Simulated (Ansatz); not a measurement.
# CoF+ (quartet): from Hartree-Fock to the top rungs, def2-TZVPP

One table from this session's results is given with a row withheld; the runs are named, their logs left out.

Method: def2-TZVPP, core rule «outside noble gas», up to 10 orbitals frozen; program: Ansatz 0.2.0, Gaussian basis.

The runs, in order: UHF; ROHF; CCSD(T) on UHF.

## The system

The geometry is a PBE0/def2-TZVP stationary point (not a proven minimum) of the parent state, kept for this charge and spin.

2 atoms, charge 1, spin multiplicity 4.

Atoms are counted from 1 here; the program's logs count them from 0.

Bond lengths: Co1–F2 1.776 Å.

Coordinates:

```xyz
2

Co    0.00000    0.00000    0.00000
F     0.00000    0.00000    1.77560
```

Set-up of the first run:

in.yaml

```yaml
crystal:
  periodic: [false, false, false]
  atoms:
    - {symbol: Co, position_ang: [0.000000, 0.000000, 0.000000]}
    - {symbol: F, position_ang: [0.000000, 0.000000, 1.775600]}
basis:
  gaussian: {orbitals: def2-TZVPP}
total_charge: 1
magnetization: {spin_polarized: true, initial_magnetization: 3}
hamiltonian: {xc: hf}
output: {orbitals: {seedname: orbitals}}
```

The run is started by

```sh
> ansatz run in.yaml --threads 1 --pin off --events-out ev --progress --plain --max-ram 2816MiB --backend cpu
```

Among the steps run: UHF; ROHF; CCSD(T) on UHF.

One table of the session follows, with a row left open; its other results are not shown here.

```
  method  from UCCSD(T) (kJ/mol)
    ROHF                 +1320.1
     UHF                 +1298.0
    UMP2                   +37.5
   UCCSD                       ?
UCCSD(T)                       0
```

Estimate the missing values for UCCSD.

The run gave: from UCCSD(T) (kJ/mol): +40.9. In the column «from UCCSD(T) (kJ/mol)» it lies between UMP2 (+37.5) and UHF (+1298.0).
